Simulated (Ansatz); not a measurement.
**LiTlS2: the cell at several levels of theory**

An exercise on one series of results from a longer session: the logs are not shown, and one member is left open.

Code: Ansatz 0.2.0. PAW datasets, plane waves, zero pressure. All values are calculated for a non-magnetic cell, which may be hypothetical.

## The system as given

This is the cell as the run starts from it, not yet at rest; its lengths are not the crystal's.

The symmetry is P-4m2 (No. 115, tetragonal); conventional cell a = 3.756 Å, c = 5.311 Å, 18.73 Å³ an atom. Li has 4 S at 2.30 Å; S has 2 Li at 2.30 Å and 2 Tl at 2.30 Å; Tl has 4 S at 2.30 Å.

Structure file:

```
CELL_PARAMETERS angstrom
3.75556 0.00000 0.00000
0.00000 3.75556 0.00000
0.00000 0.00000 5.31116
ATOMIC_POSITIONS crystal
Li 0.00000 0.00000 0.00000
S 0.00000 0.50000 0.25000
Tl 0.50000 0.50000 0.50000
S 0.50000 0.00000 0.75000
```

Set-up of the first run:

input.yaml reads:

```yaml
crystal:
  lattice:
    - [3.7555576736, 0.0, 0.0]
    - [0.0, 3.7555576736, 0.0]
    - [0.0, 0.0, 5.3111605963]
  atoms:
    - { symbol: Li, position: [0.0, 0.0, 0.0] }
    - { symbol: S, position: [0.0, 0.5, 0.25] }
    - { symbol: Tl, position: [0.5, 0.5, 0.5] }
    - { symbol: S, position: [0.5, 0.0, 0.75] }
kpoints:
  mp_grid: { grid: [6, 6, 4] }
hamiltonian:
  xc: pbe
scf:
  occupations: { method: fermi_dirac, width: 0.02 }
relax:
  f_tol: 0.005
  cell: {}
```

On the command line:

```console
ansatz run input.yaml --threads 2 --pin off --max-ram 2211MiB --backend cpu --events-out ev --progress --plain --runs-dir out
```

Steps of the session up to this table: Relaxation with PBE; r2SCAN: cell and atoms; Relaxing with PBEsol; LDA: cell and atoms; HSE06: cell and atoms.

One of the session's tables, all rows but one given; the rest of the session is left out.

| level | a (Å) | c (Å) | volume (Å³/atom) |
| --- | --- | --- | --- |
| PBE | 4.109 | 5.757 | 24.294 |
| r2SCAN | ? | ? | ? |
| PBEsol | 4.046 | 5.660 | 23.163 |
| LDA | 4.009 | 5.522 | 22.192 |
| HSE06 | 4.060 | 5.711 | 23.535 |

Q: Estimate the row for r2SCAN from the others.

The run gave: a (Å): 4.067; c (Å): 5.719; volume (Å³/atom): 23.645. In the column «a (Å)» it lies between HSE06 (4.060) and PBE (4.109).

What this shows: From the start to the first minimum the volume moved by +29.7 %. The volume runs from LDA (least) to PBE (most), a spread of 9.5 %, or 3.1 % in length if all axes shared it alike. The meshes differ: PBE 6×6×4, r2SCAN 6×6×4, PBEsol 6×6×4, LDA 6×6×4, HSE06 4×4×4.
